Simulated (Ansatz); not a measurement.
# CH5NOS2W: basis-set convergence

An exercise on one series of results from a longer session: the logs are not shown, and one member is left open.

Program: Ansatz 0.2.0, Gaussian basis. Level of theory: one geometry, several basis sets. These are calculated values, not measurements.

The runs, in order: PBE0-D4/def2-SVP; ωB97M-V/def2-SVP; PBE0-D4/def2-QZVPP; ωB97M-V/def2-QZVPP; the functionals' def2-TZVPP values are taken from earlier runs.

**Structure used throughout**

An earlier PBE0-D4 in a triple-zeta def2 set relaxation fixed the geometry. W takes the def2 core potential; no spin-orbit term is included.

SMILES `C[O][W]([NH2])(=[S])=[S]`, 11 atoms, charge 0, spin multiplicity 1.

Atoms are counted from 1 here; the program's logs count them from 0.

Bond lengths: C1–O2 1.405 Å, C1–H7 1.094 Å, C1–H8 1.092 Å, C1–H9 1.094 Å, O2–W3 1.853 Å, W3–N4 1.926 Å, W3–S5 2.131 Å, W3–S6 2.131 Å, N4–H10 1.009 Å, N4–H11 1.009 Å. Angles: O2–C1–H7 110.2°, O2–C1–H8 108.4°, O2–C1–H9 110.2°, H7–C1–H8 109.4°, H7–C1–H9 109.3°, H8–C1–H9 109.4°, C1–O2–W3 137.6°, O2–W3–N4 109.2°, O2–W3–S5 108.9°, O2–W3–S6 108.9°, N4–W3–S5 109.5°, N4–W3–S6 109.5°, S5–W3–S6 110.9°, W3–N4–H10 123.5°, W3–N4–H11 123.4°, H10–N4–H11 112.0°.

Set-up of the first run:

in.yaml reads:

```yaml
crystal:
  periodic: [false, false, false]
  atoms:
    - {symbol: C, position_ang: [-0.831239, -0.632185, 1.891071]}
    - {symbol: O, position_ang: [-0.353551, -0.610237, 0.569711]}
    - {symbol: W, position_ang: [0.377899, 0.627065, -0.600003]}
    - {symbol: N, position_ang: [0.741775, -0.232186, -2.284764]}
    - {symbol: S, position_ang: [2.197288, 1.367372, 0.226576]}
    - {symbol: S, position_ang: [-1.021493, 2.206768, -0.895597]}
    - {symbol: H, position_ang: [-1.664614, 0.067545, 2.002204]}
    - {symbol: H, position_ang: [-1.174016, -1.643699, 2.117801]}
    - {symbol: H, position_ang: [-0.032570, -0.355118, 2.585199]}
    - {symbol: H, position_ang: [1.647663, -0.596917, -2.538995]}
    - {symbol: H, position_ang: [0.112858, -0.198418, -3.073213]}
basis:
  gaussian: {orbitals: def2-SVP}
hamiltonian: {xc: pbe0, dispersion: d4}
output: {orbitals: {seedname: orbitals}}
```

Run with:

```
> ansatz run in.yaml --threads 4 --pin off --events-out ev --progress --plain --max-ram 11315MiB
```

Among the steps run: PBE0-D4 in def2-SVP; ωB97M-V in def2-SVP; PBE0-D4 in def2-QZVPP; ωB97M-V in def2-QZVPP.

One table of the session follows, with a row left open; its other results are not shown here.

It belongs to the step «Functionals by basis». 

| functional | basis | HOMO (eV) | LUMO (eV) |
| --- | --- | --- | --- |
| PBE0-D4 | def2-SVP | -6.93 | -2.27 |
| PBE0-D4 | def2-TZVPP | -6.94 | -2.29 |
| PBE0-D4 | def2-QZVPP | -6.96 | -2.33 |
| ωB97M-V | def2-SVP | -8.88 | -0.26 |
| ωB97M-V | def2-TZVPP | -8.91 | -0.33 |
| ωB97M-V | def2-QZVPP | ? | ? |

**Question.** Estimate the row for ωB97M-V, def2-QZVPP.

**Answer.** HOMO (eV): -8.95; LUMO (eV): -0.39. In the column «HOMO (eV)» it is the lowest.
